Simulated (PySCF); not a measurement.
# WS₂²⁺: singlet, from a linear start

The task is one start of a wider search on WS₂²⁺: the singlet, from a linear start. It is relaxed, tested by its Hessian and followed downhill if it is a saddle.

Computed with PySCF 2.14.0. Level: PBE0, basis W def2-TZVP with ECP60, S def2-TZVP, scalar-relativistic core potentials, no spin–orbit coupling, density fitting.

**1. Where the work starts**

3 atoms, charge 2, spin multiplicity 1.

Bond lengths: W1–S2 2.097 Å, W1–S3 2.097 Å. Angles: S2–W1–S3 180.0°.

Coordinates in bohr (charge 2 multiplicity 1):
```
W     0.0000    0.0000    0.0000
S     0.0000    0.0000    3.9631
S     0.0000    0.0000   -3.9631
```

**2. Relaxation: linear start, singlet**

One driver script runs all steps and calls PySCF; scf.py shows how it sets up the SCF of each step. The optimiser is the driver's own. Before each start the driver seeks the lowest SCF state from one or more starting densities and follows internal instabilities, so scf.py alone need not reach the same state.

The program finds D∞h symmetry in the start, which this walk keeps. The walk stops when the largest gradient is under 0.0003 Eh/bohr and the energy has settled too.

Input file scf.py:

```python
from pyscf import gto, scf, dft
mol = gto.M(atom='''
W      0.000000     0.000000     0.000000
S      0.000000     0.000000     2.097200
S      0.000000     0.000000    -2.097200''',
    basis={'W': 'def2-TZVP', 'S': 'def2-TZVP'},
    ecp={'W': 'def2-TZVP'},
    charge=2, spin=0)
mf = dft.RKS(mol, xc='PBE0')
mf.grids.atom_grid = (50, 194)
aux = {'W': 'def2-universal-JKFIT', 'S': 'def2-universal-JKFIT'}
mf = mf.density_fit(auxbasis=aux)
mf.kernel()
```

After this run come: Hessian and properties; Downhill along the imaginary mode; Is it a minimum? Harmonic modes.

What does the calculation give? Wanted: minimum; geometry; wavenumbers; dipole moment; highest occupied, lowest empty level; polar-tensor charge of W1; zero-point energy.

The runs gave:

```
                            quantity                           value
                             minimum                    singlet, C2v
                            geometry  W–S 2.064 Å (×2); S–W–S 104.0°
                  wavenumbers (cm⁻¹)    238 (a1), 582 (b2), 610 (a1)
      dipole moment (centre of mass)                          0.49 D
highest occupied, lowest empty level               -19.04, -16.88 eV
           polar-tensor charge of W1                         +1.57 e
                   zero-point energy                      8.6 kJ/mol
                 entropy at 298.15 K                 294.1 J/(mol K)
```

What this shows: From D∞h at the start the molecule goes to a C2v minimum. The strongest infrared band lies at 582 cm⁻¹ (b2, stretch). Other starts or spin states, not run here, may lie lower. Spin–orbit coupling, left out here, can matter for elements this heavy.
